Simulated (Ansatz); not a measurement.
# ClGaH₆O₂Si₂: one species, many methods

One table from this session's results is given with a row withheld; the runs are named, their logs left out.

Program: Ansatz 0.2.0, Gaussian basis. Level of theory: functionals in def2-TZVPP, the program's frozen cores in correlated methods. These are calculated values, not measurements.

The runs, in order: LDA (SPW92), PBE-D4, revPBE-D4, BLYP-D4, r2SCAN-D4, B97M-V, PBE0-D4, B3LYP-D4, r2SCANh-D4, r2SCAN0-D4, HSE06-D4, BHLYP-D4, CAM-B3LYP-D4, LC-ωPBE, ωB97X-V, ωB97M-V, B2PLYP, PBE-QIDH; CCSD(T)/def2-SVP; MP2/def2-TZVPP; MP2/def2-QZVPP; RPA on PBE.

**Structure used throughout**

All runs share one geometry, relaxed beforehand with PBE0-D4 in a triple-zeta def2 set.

SMILES `[SiH3][O][Ga]([Cl])[O][SiH3]`, 12 atoms, charge 0, spin multiplicity 1.

Atoms are counted from 1 here; the program's logs count them from 0.

Bond lengths: Si1–O2 1.638 Å, Si1–H7 1.490 Å, Si1–H8 1.484 Å, Si1–H9 1.486 Å, O2–Ga3 1.758 Å, Ga3–Cl4 2.105 Å, Ga3–O5 1.758 Å, O5–Si6 1.638 Å, Si6–H10 1.490 Å, Si6–H11 1.484 Å, Si6–H12 1.486 Å. Angles: O2–Si1–H7 110.7°, O2–Si1–H8 108.5°, O2–Si1–H9 110.3°, H7–Si1–H8 109.2°, H7–Si1–H9 108.6°, H8–Si1–H9 109.5°, Si1–O2–Ga3 138.9°, O2–Ga3–Cl4 119.4°, O2–Ga3–O5 121.2°, Cl4–Ga3–O5 119.4°, Ga3–O5–Si6 138.9°, O5–Si6–H10 110.7°, O5–Si6–H11 108.5°, O5–Si6–H12 110.3°, H10–Si6–H11 109.2°, H10–Si6–H12 108.6°, H11–Si6–H12 109.5°.

The first run:

Contents of in.yaml:

```yaml
crystal:
  periodic: [false, false, false]
  atoms:
    - {symbol: Si, position_ang: [-1.793235, 0.442687, -1.135366]}
    - {symbol: O, position_ang: [-1.566887, 0.758233, 0.456319]}
    - {symbol: Ga, position_ang: [-0.361969, 0.473259, 1.705018]}
    - {symbol: Cl, position_ang: [-0.783955, 1.024738, 3.692647]}
    - {symbol: O, position_ang: [1.188709, -0.263653, 1.324760]}
    - {symbol: Si, position_ang: [2.032284, -0.755245, 0.009067]}
    - {symbol: H, position_ang: [-1.141084, -0.841416, -1.516130]}
    - {symbol: H, position_ang: [-3.251446, 0.343831, -1.392627]}
    - {symbol: H, position_ang: [-1.215648, 1.532684, -1.964689]}
    - {symbol: H, position_ang: [1.723958, 0.105855, -1.166766]}
    - {symbol: H, position_ang: [3.480883, -0.659693, 0.316844]}
    - {symbol: H, position_ang: [1.688401, -2.161292, -0.329074]}
basis:
  gaussian: {orbitals: def2-TZVPP}
hamiltonian: {xc: lda}
output: {orbitals: {seedname: orbitals}}
```

Run with:

```sh
> ansatz run in.yaml --threads 4 --pin off --events-out ev --progress --plain --max-ram 11315MiB
```

Steps of the session up to this table: LDA; PBE-D4 (GGA); revPBE-D4 (GGA); BLYP-D4 (GGA); r2SCAN-D4 (meta-GGA); B97M-V (meta-GGA); B3LYP-D4 (hybrid); r2SCANh-D4 (hybrid); r2SCAN0-D4 (hybrid); HSE06-D4 (hybrid); BHLYP-D4 (hybrid); CAM-B3LYP-D4 (range-separated); LC-ωPBE (range-separated); ωB97X-V (range-separated); ωB97M-V (range-separated); B2PLYP (double hybrid); PBE-QIDH (double hybrid).

One of the session's tables, all rows but one given; the rest of the session is left out.

It belongs to the step «Orbital energies across the functionals». 

| functional | HOMO (eV) | LUMO (eV) | gap (eV) |
| --- | --- | --- | --- |
| LDA (SPW92) | -7.49 | -2.88 | 4.61 |
| PBE-D4 | ? | ? | ? |
| revPBE-D4 | -7.34 | -2.42 | 4.93 |
| BLYP-D4 | -7.30 | -2.50 | 4.80 |
| r2SCAN-D4 | -7.75 | -2.26 | 5.49 |
| B97M-V | -7.86 | -2.48 | 5.38 |
| PBE0-D4 | -8.82 | -1.60 | 7.22 |
| B3LYP-D4 | -8.61 | -1.91 | 6.70 |
| r2SCANh-D4 | -8.28 | -1.92 | 6.35 |
| r2SCAN0-D4 | -9.07 | -1.43 | 7.64 |
| HSE06-D4 | -8.42 | -1.98 | 6.44 |
| BHLYP-D4 | -10.20 | -0.69 | 9.51 |
| CAM-B3LYP-D4 | -10.25 | -0.63 | 9.61 |
| LC-ωPBE | -11.59 | 0.69 | 12.28 |
| ωB97X-V | -11.26 | 0.47 | 11.73 |
| ωB97M-V | -11.11 | 0.22 | 11.32 |

Q: Estimate the row for PBE-D4 from the others.

As computed: HOMO (eV): -7.39; LUMO (eV): -2.56; gap (eV): 4.83. In the column «HOMO (eV)» it lies between LDA (SPW92) (-7.49) and revPBE-D4 (-7.34).
